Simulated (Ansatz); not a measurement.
The system is Ba2Tl5V3O12.

```
Ba V Tl O
1.0
     6.65272    0.04946    0.02017
     2.86070    8.36464    0.00384
     2.68279    2.46936    9.19569
Ba V Tl O
2 3 5 12
Direct
  0.80419 0.04665 0.02264
  0.21205 0.95157 0.34012
  0.74540 0.70796 0.33582
  0.25963 0.26599 0.03225
  0.04074 0.07695 0.66106
  0.25636 0.39847 0.35003
  0.58966 0.34866 0.60553
  0.57327 0.88069 0.66842
  0.74552 0.49664 0.11648
  0.11891 0.64206 0.74303
  0.28433 0.09717 0.54175
  0.85350 0.49575 0.34386
  0.40255 0.20448 0.17282
  0.88414 0.05377 0.55967
  0.14017 0.47956 0.98899
  0.54627 0.73631 0.48712
  0.90594 0.24279 0.73262
  0.61543 0.80058 0.18857
  0.05538 0.16451 0.10164
  0.08209 0.90404 0.80708
  0.44178 0.20123 0.89187
  0.94269 0.80417 0.30862
```

The cell was built by a generator and needn't be a form met in nature.

Base run:

| Item | Value |
| --- | --- |
| Program | Ansatz 0.2.0 |
| Functional | PBE |
| Potentials or basis | Ansatz PAW |
| Cutoff | 420 eV |
| Density cutoff | 1680 eV |
| k mesh | 5 × 4 × 3 |
| Occupations | fermi-dirac, width 0.05 eV |
| Spin | collinear spin, ferromagnetic start |
| Starting moments | [0.0, 0.0, 2.0, 2.0, 2.0, 0.0, 0.0, 0.0, 0.0, 0.0, 0.0, 0.0, 0.0, 0.0, 0.0, 0.0, 0.0, 0.0, 0.0, 0.0, 0.0, 0.0] μB |

Its results: band gap on the k mesh 2.90 eV, indirect (least direct gap 3.01 eV); pressure 0.0 GPa; net moment 0.00 μB per cell; largest force 0.011 eV/Å.

**Question.** The run is repeated on the same cell with these changes: hubbard terms from none to V d U = 6 eV; hubbard projectors from none to ortho-atomic (the default). What comes out?

**Answer.** Band gap on the k mesh 2.91 eV, indirect (least direct gap 3.05 eV); pressure 0.5 GPa; net moment 0.00 μB per cell; largest force 0.197 eV/Å.

Caveats: odd divisions of the mesh miss points on the zone boundary, where band edges often lie, so the gap on the mesh can be too wide; spin-orbit coupling is left out, which as a rule narrows the gap of such compounds by several tenths of an eV; the magnetic or orbital state may not be the lowest (some runs); the density of states is complete only up to the lowest level of the last band computed (some runs).

A k mesh can miss the band edges.

Not every run made on this cell is shown here.
